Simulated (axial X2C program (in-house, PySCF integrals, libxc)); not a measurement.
# A two-component session on GaCl: properties at the nuclei

Aim: properties at the nuclei of GaCl, with spin–orbit coupling in the Hamiltonian from the start.

The runs use an in-house X2C program for linear molecules on PySCF integrals; two-component X2C with atomic mean-field terms, Ga dyall-acv3z, Cl dyall-av3z.

All values are calculated.

## (1) Input

task.json

```json
{
 "zs": [
  31,
  17
 ],
 "q": 0,
 "bas": [
  "dyall-acv3z",
  "dyall-av3z"
 ],
 "r0": 2.23,
 "levels": [
  "PBE0",
  "HF",
  "B3LYP"
 ],
 "nst": 1,
 "ff": 1,
 "thr": -3.5,
 "nmax": 130,
 "opt": {
  "ecut": 60
 }
}
```

Keys: zs atomic numbers; q charge; bas basis sets; r0 starting distance in Å; levels methods (HF also brings MP2); nst determinants followed; ff finite-field run; thr threshold in hartree for freezing inner shells (an s shell follows its p shell); nmax most natural virtual spinors; ecut virtual cutoff in hartree.

On the command line:

```bash
$ python soeom.py task.json out
```

Nuclei are Gaussian, cores are contracted, and the Gaunt term is on.

## (2) Expectation values, lowest determinant

R = 2.223 Å. State: Ω = 0 (closed shell).

Output of the PBE0 run:

```text
two-component X2C + atomic mean field  PBE0
basis functions 186  fitting functions 1011  grid points 5080
iter        total energy     max residual
   1      -2404.447535080     7.19e-01
   2      -2404.564740537     4.45e-03
   3      -2404.564765435     2.81e-03
   4      -2404.564840113     2.87e-04
   5      -2404.564840685     1.17e-04
   6      -2404.564841379     3.82e-05
   7      -2404.564841408     9.52e-06
   8      -2404.564841412     1.49e-06
   9      -2404.564841412     2.62e-07
converged
one-electron -3595.22352049  Coulomb 1170.04117034  exact exchange -25.52691375  xc functional -78.58608839  nuclear repulsion 125.45046791  atomic mean-field constant -0.71995704
```

The highest occupied spinor is 36% Ga s, 33% Cl p, 23% Ga p.

```
level  qzz Ga (a.u.)  qzz Cl (a.u.)  μ (D)
 PBE0          -2.36           0.77  -2.61
   HF          -2.44           0.77  -2.65
B3LYP          -2.33           0.71  -2.67
```

qzz is the electric field gradient, eQq0 = 234.96 MHz × Q/barn × qzz; μ is positive if Cl is the positive end. The operators were transformed with the bare-nucleus X2C matrices.

## (3) Finite-field coupled cluster

Output:

```text
two-component X2C + atomic mean field  HF
basis functions 186  fitting functions 1011  grid points 5080
iter        total energy     max residual
   1      -2402.559494266     1.37e-01
   2      -2402.586884569     9.77e-03
   3      -2402.587848431     8.46e-03
   4      -2402.588354435     9.54e-04
   5      -2402.588397182     2.62e-04
   6      -2402.588401995     6.21e-05
   7      -2402.588402362     3.64e-05
   8      -2402.588402425     6.72e-06
   9      -2402.588402429     1.28e-06
  10      -2402.588402429     1.97e-07
converged
one-electron -3595.49791543  Coulomb 1170.43883531  exact exchange -102.25983318  xc functional 0.00000000  nuclear repulsion 125.45046791  atomic mean-field constant -0.71995704
correlated 20  virtual 298  natural virtual 130  E(MP2) -0.746084424  MP2 remainder -0.046007737
iter   CCSD correlation   residual
   1     -0.661784349   1.38e-01
   2     -0.678994398   5.09e-02
   3     -0.681087011   1.86e-02
   4     -0.680723161   4.50e-03
   5     -0.680803206   1.45e-03
   6     -0.680807792   4.79e-04
   7     -0.680803572   1.83e-04
   8     -0.680805504   6.04e-05
   9     -0.680805215   1.96e-05
  10     -0.680805077   5.63e-06
  11     -0.680804996   1.91e-06
  12     -0.680804970   6.66e-07
  13     -0.680804957   2.77e-07
(T) -0.022014290  T1 0.0188  D1 0.0429  max T2 0.078
```

T1 in the output is the amplitude norm over the root of the electron number; divide by √2 for the Lee–Taylor value.

20 electrons correlated in 130 natural virtual spinors, MP2 remainder added; T1 = 0.013.

```
  level  qzz Ga (a.u.)  qzz Cl (a.u.)  μ (D)
     HF          -2.44           0.77  -2.65
    MP2          -2.33           0.68  -2.80
   CCSD          -2.29           0.72  -2.75
CCSD(T)          -2.24           0.68  -2.69
```

## (4) Results

| quantity | value |
| --- | --- |
| lowest determinant | Ω = 0 (closed shell) |
| qzz Ga (a.u.), PBE0 | -2.36 |
| qzz Cl (a.u.), PBE0 | 0.77 |
| μ (D), PBE0 | -2.61 |
| qzz Ga (a.u.), CCSD(T) | -2.24 |
| qzz Cl (a.u.), CCSD(T) | 0.68 |
| μ (D), CCSD(T) | -2.69 |

The expectation values come from single determinants, which for open shells can mix terms of unlike spin or miss the lowest Ω, so a determinant need not be a state. qzz is the electric field gradient, eQq0 = 234.96 MHz × Q/barn × qzz; μ is positive if Cl is the positive end. The operators were transformed with the bare-nucleus X2C matrices. Correlation of the inner shells is missing, which matters for properties at the nucleus.
